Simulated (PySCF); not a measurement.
# TaBr6 (-3): ligand-field states, part 1 of 2

Aim: compute the ligand-field states of TaBr6 (-3).

Computed with PySCF 2.14.0 and routines of our own; the level stands in each step. Atoms count from 0.

## 1. The system as given

7 atoms, charge -3, states of the metal's open shell are computed; geometry from: model geometry, bond lengths from ionic radii.

## 2. Ligand-field states: state-averaged CASSCF in water

Job settings and geometry (Å):

```
{"job": {"kind": "lf", "basis": {"metal": "x2c-TZVPall", "ligand": "x2c-SVPall"}, "nevpt": true, "solvent": "water"}, "charge": -3, "metal": "Ta", "open_shell": "d2"}
Ta     0.000000     0.000000     0.000000
Br     0.000000     0.000000     2.580000
Br     0.000000     0.000000    -2.580000
Br     2.580000     0.000000     0.000000
Br    -2.580000     0.000000     0.000000
Br     0.000000     2.580000     0.000000
Br    -0.000000    -2.580000     0.000000
```

Level: state-averaged CASSCF of the metal d shell, SC-NEVPT2 on the averaged canonical orbitals, state-interaction spin-orbit coupling.

On the command line:

```
$ OMP_NUM_THREADS=1 python lf_run.py task.json out
```

One launch serves the whole session: the jobs run in the order shown.

The log of the run:

```text
basis functions 273, electrons 286, active (2e, 5o)
stage 1: DIIS on the effective Fock matrix, level shift 0.30
cycle   1  E = -31224.4779021229  dE = -3.122e+04  max|g| = 1.796e+00
cycle   2  E = -31223.7879471523  dE =  6.900e-01  max|g| = 1.134e+00
cycle   3  E = -31225.4680147160  dE = -1.680e+00  max|g| = 8.317e-01
cycle   4  E = -31226.3378510725  dE = -8.698e-01  max|g| = 3.181e-01
cycle   5  E = -31226.4786532888  dE = -1.408e-01  max|g| = 4.033e-02
cycle   6  E = -31226.4836614645  dE = -5.008e-03  max|g| = 2.111e-02
cycle   7  E = -31226.4851138777  dE = -1.452e-03  max|g| = 9.143e-03
cycle   8  E = -31226.4854849677  dE = -3.711e-04  max|g| = 4.499e-03
cycle   9  E = -31226.4855549377  dE = -6.997e-05  max|g| = 2.400e-03
cycle  10  E = -31226.4855725152  dE = -1.758e-05  max|g| = 1.598e-03
cycle  11  E = -31226.4855770841  dE = -4.569e-06  max|g| = 7.461e-04
cycle  12  E = -31226.4855782816  dE = -1.197e-06  max|g| = 3.672e-04
cycle  13  E = -31226.4855786004  dE = -3.189e-07  max|g| = 1.971e-04
cycle  14  E = -31226.4855786818  dE = -8.136e-08  max|g| = 1.047e-04
cycle  15  E = -31226.4855787041  dE = -2.235e-08  max|g| = 5.532e-05
cycle  16  E = -31226.4855787093  dE = -5.199e-09  max|g| = 2.900e-05
cycle  17  E = -31226.4855787107  dE = -1.350e-09  max|g| = 1.554e-05
cycle  18  E = -31226.4855787111  dE = -4.184e-10  max|g| = 7.998e-06
converged average energy = -31226.4855787111

 mult deg   label        CASSCF/cm-1   NEVPT2/cm-1
   3   3   3T1g                0.0           0.0
   1   3   1T2g             8222.8        6748.4
   1   2   1Eg              8297.9        6982.5
   1   1   1A1g            18976.4       15822.7
   3   3   3T2g            20842.5       22614.2
   3   3   3T1g            27734.2       27604.6
   1   3   1T2g            29344.8       29301.8
   1   3   1T1g            31400.5       31296.2
   3   1   3A2g            42933.6       46037.0
   1   2   1Eg             51413.7       52695.1
   1   1   1A1g            61145.0       59579.8

spin-orbit levels / cm-1
      0.00  x2  3T1g 0.95 1Eg 0.04
    173.54  x3  3T1g 0.95 1T2g 0.03
   2853.85  x3  3T1g 0.99
   3645.34  x1  3T1g 0.96 1A1g 0.03
   8502.81  x3  1T2g 0.94 3T1g 0.04
   8940.99  x2  1Eg 0.95 3T1g 0.04
  17759.36  x1  1A1g 0.93 3T1g 0.04 3T1g 0.04
  23528.49  x1  3T2g 1.00
  24042.53  x3  3T2g 0.95
  24819.49  x3  3T2g 0.95
  24900.43  x2  3T2g 0.93 3T1g 0.05
  28260.73  x1  3T1g 0.95 1A1g 0.04
  28827.46  x3  3T1g 0.96
  29311.37  x3  3T1g 0.62 1T2g 0.36
  30566.65  x2  3T1g 0.93 3T2g 0.05
  32235.94  x3  1T2g 0.62 3T1g 0.36
  33527.06  x3  1T1g 0.95
  48381.46  x3  3A2g 0.98
  54915.53  x2  1Eg 0.99
  61854.57  x1  1A1g 0.99
```

Run time: 3.6 min. Hardware: 1 thread of Arm Neoverse N1, shared host; peak memory 1.1 GiB.

Warnings kept with the result: strongly covalent, metal-shell active space is small for this complex.

From this job:

| quantity | value |
| --- | --- |
| spin-orbit constant ζ | 1850 cm⁻¹ |

Powder susceptibility:

| T (K) | χT (cm³ K/mol) | μ(eff) |
| --- | --- | --- |
| 2 | 0.002 | 0.12 |
| 5 | 0.004 | 0.18 |
| 10 | 0.009 | 0.26 |
| 20 | 0.017 | 0.37 |
| 30 | 0.026 | 0.45 |
| 50 | 0.043 | 0.59 |
| 75 | 0.064 | 0.72 |
| 100 | 0.083 | 0.81 |
| 150 | 0.113 | 0.95 |
| 200 | 0.136 | 1.04 |
| 250 | 0.155 | 1.11 |
| 300 | 0.172 | 1.17 |

## 3. Ligand-field states: state-averaged CASSCF (bond length × 0.92) in water

Job settings and geometry (Å):

```
{"job": {"kind": "lf", "basis": {"metal": "x2c-TZVPall", "ligand": "x2c-SVPall"}, "nevpt": true, "solvent": "water", "reuse": true}, "charge": -3, "metal": "Ta", "open_shell": "d2"}
Ta     0.000000     0.000000     0.000000
Br     0.000000     0.000000     2.373600
Br     0.000000     0.000000    -2.373600
Br     2.373600     0.000000     0.000000
Br    -2.373600     0.000000     0.000000
Br     0.000000     2.373600     0.000000
Br    -0.000000    -2.373600     0.000000
```

Method: state-averaged CASSCF of the metal d shell, SC-NEVPT2 on the averaged canonical orbitals, state-interaction spin-orbit coupling.

The log of the run:

```text
basis functions 273, electrons 286, active (2e, 5o)
start from the orbitals of the previous structure
stage 1: DIIS on the effective Fock matrix, level shift 0.30
cycle   1  E = -31213.7838767096  dE = -3.121e+04  max|g| = 1.565e+02
cycle   2  E = -31225.8439166473  dE = -1.206e+01  max|g| = 7.821e-01
cycle   3  E = -31226.2061278418  dE = -3.622e-01  max|g| = 1.814e-01
cycle   4  E = -31226.2845600234  dE = -7.843e-02  max|g| = 6.782e-02
cycle   5  E = -31226.2904468485  dE = -5.887e-03  max|g| = 3.725e-02
cycle   6  E = -31226.2935222234  dE = -3.075e-03  max|g| = 2.517e-02
cycle   7  E = -31226.2943973281  dE = -8.751e-04  max|g| = 1.526e-02
cycle   8  E = -31226.2947986995  dE = -4.014e-04  max|g| = 8.611e-03
cycle   9  E = -31226.2949773692  dE = -1.787e-04  max|g| = 4.461e-03
cycle  10  E = -31226.2950527838  dE = -7.541e-05  max|g| = 2.243e-03
cycle  11  E = -31226.2950847494  dE = -3.197e-05  max|g| = 1.231e-03
cycle  12  E = -31226.2950985250  dE = -1.378e-05  max|g| = 7.959e-04
cycle  13  E = -31226.2951040957  dE = -5.571e-06  max|g| = 3.996e-04
cycle  14  E = -31226.2951061821  dE = -2.086e-06  max|g| = 2.758e-04
cycle  15  E = -31226.2951068973  dE = -7.152e-07  max|g| = 1.169e-04
cycle  16  E = -31226.2951071063  dE = -2.090e-07  max|g| = 6.532e-05
cycle  17  E = -31226.2951071560  dE = -4.972e-08  max|g| = 3.313e-05
cycle  18  E = -31226.2951071674  dE = -1.142e-08  max|g| = 1.881e-05
cycle  19  E = -31226.2951071704  dE = -2.965e-09  max|g| = 8.452e-06
converged average energy = -31226.2951071704

 mult deg   label        CASSCF/cm-1   NEVPT2/cm-1
   3   3   3T1g                0.0           0.0
   1   3   1T2g             7106.5        5755.9
   1   2   1Eg              7319.9        6049.4
   1   1   1A1g            17207.7       13557.8
   3   3   3T2g            30028.8       30748.8
   3   3   3T1g            35742.0       34668.5
   1   3   1T2g            36749.1       35877.4
   1   3   1T1g            38746.3       37543.9
   3   1   3A2g            61501.5       61939.9
   1   2   1Eg             68309.4       67037.7
   1   1   1A1g            75673.1       71908.6

spin-orbit levels / cm-1
      0.00  x2  3T1g 0.95 1Eg 0.04
     81.94  x3  3T1g 0.96 1T2g 0.04
   2417.31  x3  3T1g 1.00
   2977.50  x1  3T1g 0.96 1A1g 0.04
   7327.72  x3  1T2g 0.96 3T1g 0.04
   7705.13  x2  1Eg 0.96 3T1g 0.04
  15374.83  x1  1A1g 0.95 3T1g 0.04
  31376.63  x1  3T2g 1.00
  31748.88  x3  3T2g 0.97
  32475.52  x3  3T2g 0.94 3T1g 0.04
  32477.62  x2  3T2g 0.92 3T1g 0.07
  35105.56  x1  3T1g 0.98
  35633.17  x3  3T1g 0.93 1T1g 0.04
  35875.98  x3  3T1g 0.59 1T2g 0.40
  37165.61  x2  3T1g 0.92 3T2g 0.07
  38482.89  x3  1T2g 0.59 3T1g 0.39
  39433.14  x3  1T1g 0.93 3T2g 0.03 3T1g 0.03
  63726.74  x3  3A2g 0.99
  68781.83  x2  1Eg 0.99
  73675.06  x1  1A1g 0.99
```

Run time: 3.3 min. Hardware: 1 thread of Arm Neoverse N1, shared host; peak memory 0.64 GiB.

Warnings kept with the result: an active orbital is not mainly the metal shell.

An active orbital is only 66 % metal, under the run's own bar for a metal shell, so levels, ζ, ground spin and magnetism of this run may not be those of the metal's shell and are not read here.

## 4. Ligand-field states: state-averaged CASSCF (bond length × 0.95) in water

Job settings and geometry (Å):

```
{"job": {"kind": "lf", "basis": {"metal": "x2c-TZVPall", "ligand": "x2c-SVPall"}, "nevpt": true, "solvent": "water", "reuse": true}, "charge": -3, "metal": "Ta", "open_shell": "d2"}
Ta     0.000000     0.000000     0.000000
Br     0.000000     0.000000     2.451000
Br     0.000000     0.000000    -2.451000
Br     2.451000     0.000000     0.000000
Br    -2.451000     0.000000     0.000000
Br     0.000000     2.451000     0.000000
Br    -0.000000    -2.451000     0.000000
```

Method: state-averaged CASSCF of the metal d shell, SC-NEVPT2 on the averaged canonical orbitals, state-interaction spin-orbit coupling.

The log of the run:

```text
basis functions 273, electrons 286, active (2e, 5o)
start from the orbitals of the previous structure
stage 1: DIIS on the effective Fock matrix, level shift 0.30
cycle   1  E = -31223.4383959791  dE = -3.122e+04  max|g| = 7.911e+01
cycle   2  E = -31226.3134653148  dE = -2.875e+00  max|g| = 3.297e-01
cycle   3  E = -31226.3809914644  dE = -6.753e-02  max|g| = 7.476e-02
cycle   4  E = -31226.3871714272  dE = -6.180e-03  max|g| = 2.243e-02
cycle   5  E = -31226.3882013070  dE = -1.030e-03  max|g| = 1.417e-02
cycle   6  E = -31226.3885700364  dE = -3.687e-04  max|g| = 9.170e-03
cycle   7  E = -31226.3887313874  dE = -1.614e-04  max|g| = 5.373e-03
cycle   8  E = -31226.3888003423  dE = -6.895e-05  max|g| = 3.005e-03
cycle   9  E = -31226.3888303077  dE = -2.997e-05  max|g| = 1.578e-03
cycle  10  E = -31226.3888407764  dE = -1.047e-05  max|g| = 7.951e-04
cycle  11  E = -31226.3888446699  dE = -3.893e-06  max|g| = 3.926e-04
cycle  12  E = -31226.3888458460  dE = -1.176e-06  max|g| = 1.993e-04
cycle  13  E = -31226.3888461950  dE = -3.490e-07  max|g| = 1.095e-04
cycle  14  E = -31226.3888462953  dE = -1.003e-07  max|g| = 5.754e-05
cycle  15  E = -31226.3888463241  dE = -2.877e-08  max|g| = 3.019e-05
cycle  16  E = -31226.3888463319  dE = -7.807e-09  max|g| = 1.642e-05
cycle  17  E = -31226.3888463339  dE = -1.957e-09  max|g| = 7.303e-06
converged average energy = -31226.3888463339

 mult deg   label        CASSCF/cm-1   NEVPT2/cm-1
   3   3   3T1g                0.0           0.0
   1   3   1T2g             7596.5        6190.5
   1   2   1Eg              7730.6        6447.6
   1   1   1A1g            18050.5       14571.6
   3   3   3T2g            26419.8       27831.8
   3   3   3T1g            32685.9       32236.3
   1   3   1T2g            33972.1       33662.0
   1   3   1T1g            36019.7       35501.0
   3   1   3A2g            54101.2       56315.8
   1   2   1Eg             61759.8       62171.5
   1   1   1A1g            70207.7       67977.9

spin-orbit levels / cm-1
      0.00  x2  3T1g 0.95 1Eg 0.04
    113.29  x3  3T1g 0.96 1T2g 0.03
   2587.22  x3  3T1g 1.00
   3236.68  x1  3T1g 0.96 1A1g 0.04
   7842.57  x3  1T2g 0.95 3T1g 0.04
   8220.17  x2  1Eg 0.95 3T1g 0.04
  16451.13  x1  1A1g 0.95 3T1g 0.04
  28561.63  x1  3T2g 1.00
  28982.79  x3  3T2g 0.96
  29742.13  x3  3T2g 0.95
  29771.16  x2  3T2g 0.93 3T1g 0.06
  32736.55  x1  3T1g 0.97
  33297.01  x3  3T1g 0.94 1T1g 0.03
  33636.92  x3  3T1g 0.61 1T2g 0.38
  34902.27  x2  3T1g 0.93 3T2g 0.06
  36387.02  x3  1T2g 0.61 3T1g 0.37
  37510.80  x3  1T1g 0.94
  58301.53  x3  3A2g 0.99
  64091.42  x2  1Eg 0.99
  69929.47  x1  1A1g 0.99
```

Wall time 3.2 min (1 thread of Arm Neoverse N1, shared host); peak memory 0.66 GiB.

Warnings kept with the result: strongly covalent, metal-shell active space is small for this complex.

In short:

| quantity | value |
| --- | --- |
| spin-orbit constant ζ | 1750 cm⁻¹ |

Powder susceptibility:

| T (K) | χT (cm³ K/mol) | μ(eff) |
| --- | --- | --- |
| 2 | 0.003 | 0.16 |
| 20 | 0.032 | 0.51 |
| 100 | 0.127 | 1.01 |
| 300 | 0.210 | 1.30 |

## 5. Ligand-field states: state-averaged CASSCF (bond length × 0.98) in water

Job settings and geometry (Å):

```
{"job": {"kind": "lf", "basis": {"metal": "x2c-TZVPall", "ligand": "x2c-SVPall"}, "nevpt": true, "solvent": "water", "reuse": true}, "charge": -3, "metal": "Ta", "open_shell": "d2"}
Ta     0.000000     0.000000     0.000000
Br     0.000000     0.000000     2.528400
Br     0.000000     0.000000    -2.528400
Br     2.528400     0.000000     0.000000
Br    -2.528400     0.000000     0.000000
Br     0.000000     2.528400     0.000000
Br    -0.000000    -2.528400     0.000000
```

Method: state-averaged CASSCF of the metal d shell, SC-NEVPT2 on the averaged canonical orbitals, state-interaction spin-orbit coupling.

The log of the run:

```text
basis functions 273, electrons 286, active (2e, 5o)
start from the orbitals of the previous structure
stage 1: DIIS on the effective Fock matrix, level shift 0.30
cycle   1  E = -31224.4446864055  dE = -3.122e+04  max|g| = 6.339e+01
cycle   2  E = -31226.4000347299  dE = -1.955e+00  max|g| = 2.635e-01
cycle   3  E = -31226.4484532036  dE = -4.842e-02  max|g| = 7.377e-02
cycle   4  E = -31226.4530941624  dE = -4.641e-03  max|g| = 2.198e-02
cycle   5  E = -31226.4538896973  dE = -7.955e-04  max|g| = 1.398e-02
cycle   6  E = -31226.4541297304  dE = -2.400e-04  max|g| = 8.744e-03
cycle   7  E = -31226.4542299971  dE = -1.003e-04  max|g| = 5.099e-03
cycle   8  E = -31226.4542666702  dE = -3.667e-05  max|g| = 2.879e-03
cycle   9  E = -31226.4542804430  dE = -1.377e-05  max|g| = 1.472e-03
cycle  10  E = -31226.4542843251  dE = -3.882e-06  max|g| = 7.538e-04
cycle  11  E = -31226.4542854436  dE = -1.118e-06  max|g| = 3.751e-04
cycle  12  E = -31226.4542857352  dE = -2.916e-07  max|g| = 1.857e-04
cycle  13  E = -31226.4542858087  dE = -7.352e-08  max|g| = 9.142e-05
cycle  14  E = -31226.4542858268  dE = -1.813e-08  max|g| = 5.514e-05
cycle  15  E = -31226.4542858314  dE = -4.540e-09  max|g| = 2.805e-05
cycle  16  E = -31226.4542858325  dE = -1.153e-09  max|g| = 1.385e-05
cycle  17  E = -31226.4542858328  dE = -2.983e-10  max|g| = 7.966e-06
converged average energy = -31226.4542858328

 mult deg   label        CASSCF/cm-1   NEVPT2/cm-1
   3   3   3T1g                0.0           0.0
   1   3   1T2g             7997.1        6546.8
   1   2   1Eg              8086.8        6784.7
   1   1   1A1g            18672.2       15380.3
   3   3   3T2g            22957.2       24651.4
   3   3   3T1g            29625.4       29428.7
   1   3   1T2g            31124.1       31028.5
   1   3   1T1g            33181.6       32973.0
   3   1   3A2g            47159.5       50061.4
   1   2   1Eg             55363.8       56444.1
   1   1   1A1g            64621.9       62942.8

spin-orbit levels / cm-1
      0.00  x2  3T1g 0.95 1Eg 0.04
    148.07  x3  3T1g 0.96 1T2g 0.03
   2748.80  x3  3T1g 0.99
   3483.77  x1  3T1g 0.96 1A1g 0.03
   8265.43  x3  1T2g 0.95 3T1g 0.04
   8669.60  x2  1Eg 0.95 3T1g 0.04
  17303.28  x1  1A1g 0.94 3T1g 0.04
  25489.33  x1  3T2g 1.00
  25963.15  x3  3T2g 0.96
  26738.38  x3  3T2g 0.95
  26797.34  x2  3T2g 0.93 3T1g 0.05
  30012.09  x1  3T1g 0.96
  30585.57  x3  3T1g 0.95
  31013.51  x3  3T1g 0.62 1T2g 0.37
  32270.04  x2  3T1g 0.93 3T2g 0.05
  33878.28  x3  1T2g 0.62 3T1g 0.36
  35113.02  x3  1T1g 0.95
  52256.89  x3  3A2g 0.98
  58542.43  x2  1Eg 0.99
  65085.26  x1  1A1g 0.99
```

It took 3.1 min on 1 thread of Arm Neoverse N1, shared host; peak memory 0.64 GiB.

Warnings kept with the result: strongly covalent, metal-shell active space is small for this complex.

From this job:

| quantity | value |
| --- | --- |
| spin-orbit constant ζ | 1815 cm⁻¹ |

Powder susceptibility:

| T (K) | χT (cm³ K/mol) | μ(eff) |
| --- | --- | --- |
| 2 | 0.002 | 0.13 |
| 20 | 0.022 | 0.42 |
| 100 | 0.099 | 0.89 |
| 300 | 0.188 | 1.22 |

## 6. Ligand-field states: state-averaged CASSCF (bond length × 1.02) in water

Job settings and geometry (Å):

```
{"job": {"kind": "lf", "basis": {"metal": "x2c-TZVPall", "ligand": "x2c-SVPall"}, "nevpt": true, "solvent": "water", "reuse": true}, "charge": -3, "metal": "Ta", "open_shell": "d2"}
Ta     0.000000     0.000000     0.000000
Br     0.000000     0.000000     2.631600
Br     0.000000     0.000000    -2.631600
Br     2.631600     0.000000     0.000000
Br    -2.631600     0.000000     0.000000
Br     0.000000     2.631600     0.000000
Br    -0.000000    -2.631600     0.000000
```

Method: state-averaged CASSCF of the metal d shell, SC-NEVPT2 on the averaged canonical orbitals, state-interaction spin-orbit coupling.

The log of the run:

```text
basis functions 273, electrons 286, active (2e, 5o)
start from the orbitals of the previous structure
stage 1: DIIS on the effective Fock matrix, level shift 0.30
cycle   1  E = -31224.3415864638  dE = -3.122e+04  max|g| = 6.136e+01
cycle   2  E = -31226.4426536878  dE = -2.101e+00  max|g| = 2.754e-01
cycle   3  E = -31226.5008050853  dE = -5.815e-02  max|g| = 8.368e-02
cycle   4  E = -31226.5069483435  dE = -6.143e-03  max|g| = 2.914e-02
cycle   5  E = -31226.5080944855  dE = -1.146e-03  max|g| = 1.868e-02
cycle   6  E = -31226.5084566973  dE = -3.622e-04  max|g| = 1.172e-02
cycle   7  E = -31226.5086049762  dE = -1.483e-04  max|g| = 6.655e-03
cycle   8  E = -31226.5086545258  dE = -4.955e-05  max|g| = 3.698e-03
cycle   9  E = -31226.5086710596  dE = -1.653e-05  max|g| = 1.886e-03
cycle  10  E = -31226.5086754110  dE = -4.351e-06  max|g| = 9.555e-04
cycle  11  E = -31226.5086765607  dE = -1.150e-06  max|g| = 4.753e-04
cycle  12  E = -31226.5086768541  dE = -2.933e-07  max|g| = 2.363e-04
cycle  13  E = -31226.5086769313  dE = -7.728e-08  max|g| = 1.168e-04
cycle  14  E = -31226.5086769523  dE = -2.095e-08  max|g| = 5.734e-05
cycle  15  E = -31226.5086769581  dE = -5.755e-09  max|g| = 3.338e-05
cycle  16  E = -31226.5086769596  dE = -1.543e-09  max|g| = 1.969e-05
cycle  17  E = -31226.5086769600  dE = -4.256e-10  max|g| = 1.061e-05
cycle  18  E = -31226.5086769601  dE = -1.055e-10  max|g| = 4.547e-06
converged average energy = -31226.5086769601

 mult deg   label        CASSCF/cm-1   NEVPT2/cm-1
   3   3   3T1g                0.0           0.0
   1   3   1T2g             8421.7        6925.2
   1   2   1Eg              8491.7        7160.3
   1   1   1A1g            19204.0       16196.3
   3   3   3T2g            18900.2       20698.3
   3   3   3T1g            25991.6       25881.3
   1   3   1T2g            27695.2       27664.0
   1   3   1T1g            29744.8       29696.0
   3   1   3A2g            39051.2       42246.2
   1   2   1Eg             47761.7       49138.8
   1   1   1A1g            57939.5       56372.9

spin-orbit levels / cm-1
      0.00  x2  3T1g 0.94 1Eg 0.04
    201.04  x3  3T1g 0.95 1T2g 0.03
   2957.75  x3  3T1g 0.99
   3806.11  x1  3T1g 0.96 1A1g 0.03
   8706.94  x3  1T2g 0.94 3T1g 0.04
   9191.82  x2  1Eg 0.94 3T1g 0.04
  18127.50  x1  1A1g 0.91 3T1g 0.05 3T1g 0.04
  21693.00  x1  3T2g 1.00
  22253.57  x3  3T2g 0.94
  23024.23  x3  3T2g 0.95
  23128.84  x2  3T2g 0.93 3T1g 0.04
  26631.99  x1  3T1g 0.93 1A1g 0.06
  27172.52  x3  3T1g 0.96
  27711.46  x3  3T1g 0.62 1T2g 0.36
  28968.01  x2  3T1g 0.93 3T2g 0.05
  30682.16  x3  1T2g 0.62 3T1g 0.36
  32021.01  x3  1T1g 0.95
  44749.11  x3  3A2g 0.97
  51484.67  x2  1Eg 0.99
  58784.82  x1  1A1g 0.99
```

It took 3 min on 1 thread of Arm Neoverse N1, shared host; peak memory 0.64 GiB.

Warnings kept with the result: strongly covalent, metal-shell active space is small for this complex.

Key values:

| quantity | value |
| --- | --- |
| spin-orbit constant ζ | 1880 cm⁻¹ |

Powder susceptibility:

| T (K) | χT (cm³ K/mol) | μ(eff) |
| --- | --- | --- |
| 2 | 0.001 | 0.10 |
| 20 | 0.013 | 0.33 |
| 100 | 0.068 | 0.74 |
| 300 | 0.158 | 1.12 |

(Continued in part 2 of 2.)
